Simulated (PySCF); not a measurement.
# A diatomic session: BeHg+

The task here is to estimate one member of a computed series from the others.

The runs use PySCF 2.14.0; Be cc-pVDZ, Hg cc-pVDZ-PP with ECP60, scalar-relativistic core potentials.

The first run:

Settings of the job:

```json
{"atoms": "Be, Hg", "charge": "1", "basis": "Be cc-pVDZ, Hg cc-pVDZ-PP with ECP60", "Hamiltonian": "scalar-relativistic core potentials", "basis functions": "52", "electrons treated": "23", "masses in u": "9.0122, 201.9706", "levels": "PBE0, PBE, r²SCAN, MN15, TPSSh, B97-3, CAM-B3LYP, HF, MP2, SCS-MP2", "grid": "80 radial by 434 angular points", "occupations": "held fixed by the projection of orbital angular momentum", "dissociation limit": "Be+ + Hg, each in its ground configuration", "starting distance in angstrom": "2.435", "values of 2S to try": "1, 3"}
```

Run with:

```bash
> OMP_NUM_THREADS=1 python dia.py task.json out
```

Steps of the session up to this table: Set-up; The PBE0 curve of the state that the search chose; Higher solutions at PBE0; PBE; r²SCAN; MN15 (hybrid meta-GGA); TPSSh (hybrid meta-GGA); B97-3 (global hybrid GGA); CAM-B3LYP (range-separated hybrid); ROHF.

One of the session's tables, all rows but one given; the rest of the session is left out.

It belongs to the step «The curves together». Energy (eV) from each level's lowest point:

| R (Å) | ROHF | ROHF-MP2 | ROHF-SCS-MP2 | PBE | r²SCAN |
| --- | --- | --- | --- | --- | --- |
| 2.043 | 0.588 | 0.303 | 0.341 | 0.353 | 0.339 |
| 2.138 | ? | ? | ? | ? | ? |
| 2.233 | 0.134 | 0.025 | 0.038 | 0.041 | 0.035 |
| 2.305 | 0.057 | 0.000 | 0.005 | 0.006 | 0.003 |
| 2.376 | 0.015 | 0.002 | 0.000 | 0.000 | 0.000 |
| 2.447 | 0.000 | 0.024 | 0.016 | 0.015 | 0.018 |
| 2.542 | 0.011 | 0.074 | 0.060 | 0.058 | 0.066 |
| 2.661 | 0.060 | 0.160 | 0.139 | 0.137 | 0.152 |
| 2.804 | 0.151 | 0.280 | 0.253 | 0.252 | 0.274 |
| 2.994 | 0.297 | 0.447 | 0.415 | 0.414 | 0.448 |

Estimate the missing values for R (Å) = 2.138.

Worked estimate for «ROHF». A straight line through the neighbours (2.043, 0.588) and (2.233, 0.134) gives 0.588 + (0.134 − 0.588) × (2.138 − 2.043) / (2.233 − 2.043) = 0.361; a parabola fitted to 3 rows on both sides gives 0.316.

As computed: ROHF: 0.306; ROHF-MP2: 0.116; ROHF-SCS-MP2: 0.141; PBE: 0.148; r²SCAN: 0.138. In «ROHF» the line misses by +0.055 and the parabola by +0.010.
